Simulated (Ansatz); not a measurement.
# ZnO3: the cost of one run

Computed with Ansatz 0.2.0 (DFT PBE, scalar-relativistic, plane waves, PAW, unless a step's input says otherwise).

**1. The structure to begin with**

Symmetry: Pmmm, No. 47, orthorhombic system. The conventional cell has a = 2.718 Å, b = 3.613 Å, c = 17.000 Å, α = 90.00°, β = 90.00°, γ = 90.00°. Around Zn (site symmetry mmm) lie 6 O at 1.79 to 1.81 Å. Around O (site symmetry mm2) lie 2 Zn at 1.79 Å. O (site symmetry mmm) has 2 Zn at 1.81 Å as nearest neighbours.

Structure file:

```
CELL_PARAMETERS angstrom
2.71801 0.00000 0.00000
0.00000 3.61316 0.00000
0.00000 0.00000 17.00000
ATOMIC_POSITIONS crystal
Zn 0.00000 0.00000 0.50000
O 0.50000 0.00000 0.56895
O 0.50000 0.00000 0.43105
O 0.00000 0.50000 0.50000
```

The cell is invented: species swapped into a sheet modelled on a layer of CrO3, with Zn on the Cr sites. The dimensions are guesses.

It is a sheet, periodic along a and b, with vacuum along c; volumes and pressures of the box carry no meaning, and space groups named for it are those of the box.

**2. A first look at the guess**

The input, input.yaml:

```yaml
crystal:
  lattice:
    - [2.71800862, 0.0, 0.0]
    - [0.0, 3.61315824, 0.0]
    - [0.0, 0.0, 17.0]
  atoms:
    - { symbol: Zn, position: [0.0, 0.0, 0.5] }
    - { symbol: O, position: [0.5, 0.0, 0.56894822] }
    - { symbol: O, position: [0.5, 0.0, 0.43105178] }
    - { symbol: O, position: [0.0, 0.5, 0.5] }
  periodic: [true, true, false]
basis:
  ecutwfc: 420
kpoints:
  mp_grid: { grid: [6, 6, 1] }
hamiltonian:
  xc: pbe
scf:
  occupations: { method: gaussian, width: 0.1 }
  lower_state_search: "off"
output:
  forces: true
  stress: true
  eigenvalues: true
```

Launch:

```bash
ansatz run input.yaml --threads 1 --pin off --max-ram 2048MiB --backend cpu --events-out ev --progress --plain --runs-dir out
```

**Question.** How long does this run take on 1 thread of Arm Neoverse V2, shared host, and how much memory does it need?

About 5.3 s, with a peak of 0.45 GiB.
